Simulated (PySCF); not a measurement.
# C5H13NO4S2: the cost of one run

Programs: PySCF 2.14.0, with routines of our own; each step states its level. All values are computed. Atoms count from 0.

### 1 The starting structure

25 atoms, charge 0, multiplicity 1; geometry from: GFN2-xTB.

### 2 Magnetic properties: GIAO KT3/pcSseg-1

Job settings and geometry (Å):

```
{"job": {"kind": "mag", "xc": "KT3", "basis": "pcSseg-1", "isotopologues": 0}, "charge": 0, "multiplicity": 1}
C     -3.377474     0.929816    -0.289300
C     -2.281900    -0.114007    -0.260131
S     -1.022689     0.455133     0.907385
O     -0.426255     1.670101     0.444103
O     -1.578116     0.449238     2.228023
N      0.209796    -0.676263     0.894632
C      0.012544    -1.929204     1.588056
S      1.184984    -0.621868    -0.482079
O      1.920214    -1.850257    -0.515458
O      0.347008    -0.334998    -1.608778
C      2.308626     0.748215    -0.153668
C      3.233894     0.882444    -1.344586
H     -4.173634     0.637430    -0.970563
H     -3.790481     1.057059     0.708755
H     -2.963810     1.880702    -0.614255
H     -2.632103    -1.070294     0.117098
H     -1.773937    -0.225656    -1.212913
H     -0.520761    -1.701994     2.509003
H     -0.558689    -2.638563     0.983603
H      0.988601    -2.357072     1.805853
H      2.834761     0.483251     0.758059
H      1.676270     1.617003    -0.002667
H      2.647948     1.075806    -2.239443
H      3.935653     1.700257    -1.195999
H      3.788613    -0.042131    -1.488211
```

Method: GIAO KT3/pcSseg-1 magnetisability, rotational g tensor and spin-rotation constants, non-relativistic, gas phase.

Launch:

```bash
$ OMP_NUM_THREADS=1 python excited_run.py task.json out
```

One launch serves the whole session: the jobs run in the order shown.

**Question.** How long does this first job take on 1 thread of AMD EPYC 9R14, shared host, and how much memory does it need?

About 1.8 min, with a peak of 1.2 GiB.
